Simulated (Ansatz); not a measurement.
# [CeCl6]3-: one state, many levels

Aim: run the doublet of [CeCl6]3- at one geometry on many levels, and compare frontier levels, spin and run time.

Computed with Ansatz 0.2.0, Gaussian basis. Level: as each input shows.

The runs, in order: PBE-D4/def2-TZVP, r2SCAN-D4/def2-TZVP, PBE-QIDH/def2-TZVP, B2PLYP/def2-TZVP, PBE-D4/def2-SVP, PBE0-D4/def2-SVP, MP2/def2-TZVP.

**1. The structure**

The geometry is that of the doublet, from an earlier relaxation (PBE-D4/def2-SVP).

7 atoms, charge -3, spin multiplicity 2.

Atoms are counted from 1 here; the program's logs count them from 0.

Bond lengths: Ce1–Cl2 2.826 Å, Ce1–Cl3 2.826 Å, Ce1–Cl4 2.827 Å, Ce1–Cl5 2.826 Å, Ce1–Cl6 2.825 Å, Ce1–Cl7 2.827 Å. Angles: Cl2–Ce1–Cl3 179.9°, Cl2–Ce1–Cl4 90.0°, Cl2–Ce1–Cl5 90.0°, Cl2–Ce1–Cl6 89.9°, Cl2–Ce1–Cl7 90.0°, Cl3–Ce1–Cl4 90.1°, Cl3–Ce1–Cl5 89.9°, Cl3–Ce1–Cl6 90.0°, Cl3–Ce1–Cl7 90.0°, Cl4–Ce1–Cl5 179.9°, Cl4–Ce1–Cl6 90.0°, Cl4–Ce1–Cl7 89.8°, Cl5–Ce1–Cl6 90.1°, Cl5–Ce1–Cl7 90.0°, Cl6–Ce1–Cl7 179.9°.

Ce takes a core potential in the def2 sets. No spin-orbit coupling is included. The ion is computed in the gas phase, without counter-ions or solvent.

PBE0-D4/def2-TZVP was run before; its log isn't repeated, and its numbers join the tables.

**2. PBE-D4/def2-TZVP**

start.molden holds the orbitals of an earlier run on this state, given as this run's starting guess.

The input, in.yaml:

```yaml
crystal:
  periodic: [false, false, false]
  atoms:
    - {symbol: Ce, position_ang: [-0.000143, 0.000414, -0.000213]}
    - {symbol: Cl, position_ang: [-0.022318, -0.000175, 2.825691]}
    - {symbol: Cl, position_ang: [0.016325, 0.005438, -2.826533]}
    - {symbol: Cl, position_ang: [2.826444, 0.006578, 0.023414]}
    - {symbol: Cl, position_ang: [-2.825645, -0.011468, -0.023021]}
    - {symbol: Cl, position_ang: [-0.008413, 2.825730, 0.003671]}
    - {symbol: Cl, position_ang: [0.013750, -2.826517, -0.003008]}
basis:
  gaussian: {orbitals: def2-TZVP, initial_orbitals: start.molden}
total_charge: -3
magnetization: {spin_polarized: true, initial_magnetization: 1}
hamiltonian: {xc: pbe, dispersion: d4}
scf: {omitted_lower_state_checks: [starts]}
output: {orbitals: {seedname: orbitals}}
```

Run with:

```sh
> ansatz run in.yaml --threads 4 --pin off --events-out ev --progress --plain --max-ram 6963MiB
```

Further steps of the session: r2SCAN-D4/def2-TZVP; PBE-QIDH/def2-TZVP; B2PLYP/def2-TZVP; PBE-D4/def2-SVP; PBE0-D4/def2-SVP; MP2/def2-TZVP.

Before running them: what should the planned runs give, taken together? Wanted: gap in def2-TZVP, named functionals, smallest and largest; correlation energy, MP2/def2-TZVP; ⟨S²⟩ in def2-TZVP, named functionals, smallest and largest; PBE0 total energy, smallest basis above largest.

**Answer**, as computed:

| quantity | value |
| --- | --- |
| gap in def2-TZVP, named functionals, smallest and largest | 0.70 eV (PBE-D4), 5.46 eV (PBE0-D4) |
| correlation energy, MP2/def2-TZVP | -55.56 eV |
| ⟨S²⟩ in def2-TZVP, named functionals, smallest and largest | 0.751, 0.755 |
| PBE0 total energy, smallest basis above largest | 26.88 eV (def2-SVP, def2-TZVP) |

In words: Over the named functionals in def2-TZVP the gap runs from 0.70 eV (PBE-D4) to 5.46 eV (PBE0-D4); exact exchange widens it. All 3 functionals in this basis put the HOMO above zero: at these levels the basis alone holds the outermost electron.
